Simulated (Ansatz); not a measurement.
# SrB2N4: the cost of one run

Computed with Ansatz 0.2.0 (DFT PBE, scalar-relativistic, plane waves, PAW, unless a step's input says otherwise).

## 1. The system as given

It takes space group I4/mmm (No. 139, tetragonal). The conventional cell has a = 3.696 Å, b = 3.696 Å, c = 11.491 Å, α = 90.00°, β = 90.00°, γ = 90.00°. Sr (site symmetry 4/mmm) is surrounded by 6 N at 1.85 to 1.91 Å. B (site symmetry 4mm) is surrounded by 1 N at 2.15 Å. N (site symmetry mmm) has 2 Sr at 1.85 Å as nearest neighbours. N (site symmetry 4mm) has 1 Sr at 1.91 Å as nearest neighbours.

Coordinates:

```cif
data_structure
_symmetry_space_group_name_H-M 'I4/mmm'
_symmetry_Int_Tables_number 139
_cell_length_a 3.6964
_cell_length_b 3.6964
_cell_length_c 11.4905
_cell_angle_alpha 90.000
_cell_angle_beta 90.000
_cell_angle_gamma 90.000
_cell_volume 157.00
loop_
_atom_site_label
_atom_site_type_symbol
_atom_site_symmetry_multiplicity
_atom_site_Wyckoff_symbol
_atom_site_fract_x
_atom_site_fract_y
_atom_site_fract_z
_atom_site_occupancy
Sr1 Sr 2 a 0.00000 0.00000 0.00000 1
B1 B 4 e 0.00000 0.00000 0.35329 1
N1 N 4 c 0.50000 0.00000 0.00000 1
N2 N 4 e 0.00000 0.00000 0.16602 1
```

The cell is invented: species swapped into a database cell of Ca2TiO4 (I4/mmm, No. 139), with B on the Ca sites, Sr on the Ti sites and N on the O sites. The dimensions are guesses.

## 2. A first look at the guess

The input, input.yaml:

```yaml
crystal:
  lattice:
    - [-1.84819589, 1.84819589, 5.74527431]
    - [1.84819589, -1.84819589, 5.74527431]
    - [1.84819589, 1.84819589, -5.74527431]
  atoms:
    - { symbol: Sr, position: [0.0, 0.0, 0.0] }
    - { symbol: B, position: [0.35328501, 0.35328501, 0.0] }
    - { symbol: B, position: [0.64671499, 0.64671499, 0.0] }
    - { symbol: "N", position: [0.0, 0.5, 0.5] }
    - { symbol: "N", position: [0.5, 0.0, 0.5] }
    - { symbol: "N", position: [0.16601899, 0.16601899, 0.0] }
    - { symbol: "N", position: [0.83398101, 0.83398101, 0.0] }
basis:
  ecutwfc: 420
kpoints:
  mp_grid: { grid: [6, 6, 6] }
hamiltonian:
  xc: pbe
scf:
  occupations: { method: gaussian, width: 0.1 }
  lower_state_search: "off"
output:
  forces: true
  stress: true
  eigenvalues: true
```

The run is started by

```
> ansatz run input.yaml --threads 1 --pin off --max-ram 2560MiB --backend cpu --events-out ev --progress --plain --runs-dir out
```

Q: Estimate wall time and peak memory on 1 thread of INTEL XEON PLATINUM 8581C at 2.30GHz (Emerald Rapids), shared host.

About 1.9 s, with a peak of 0.41 GiB.
